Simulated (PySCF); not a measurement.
# CBr: the cost of one run

Method: method and basis as typed in the scripts; program: PySCF 2.14.0.

2 further runs of the same task are left out: 2 that didn't finish.

### Step 1. Starting geometry

CBr⁺: 2 atoms, charge 1, spin multiplicity 1.

Bond lengths: C1–Br2 1.925 Å.

### Step 2. The run that the others are compared with

input.py

```python
from pyscf import gto, dft
from pyscf.geomopt.geometric_solver import optimize

mol = gto.M(
    atom='C 0 0 0; Br 0 0 1.925',
    basis='crenbl',
    ecp={'C': 'crenbl', 'Br': 'crenbl'},
    charge=1,
    spin=0,
    verbose=4,
)
mf = dft.RKS(mol, xc='m062x')
mf.kernel()
g = mf.nuc_grad_method()
g.grid_response = True
mol_eq = optimize(g.as_scanner(), maxsteps=30)
print('optimised geometry (angstrom)')
print(mol_eq.tostring('raw'))
print('orbital energies (hartree):', mf.mo_energy[..., max(0, mol.nelec[1]-3):mol.nelec[0]+3].round(4))
```

On the command line:

```sh
> OMP_NUM_THREADS=1 python input.py
```

**Question.** How long does this run take on 1 thread of Arm Neoverse V2, shared host, and how much memory does it need?

About 9.7 s, with a peak of 0.28 GiB.
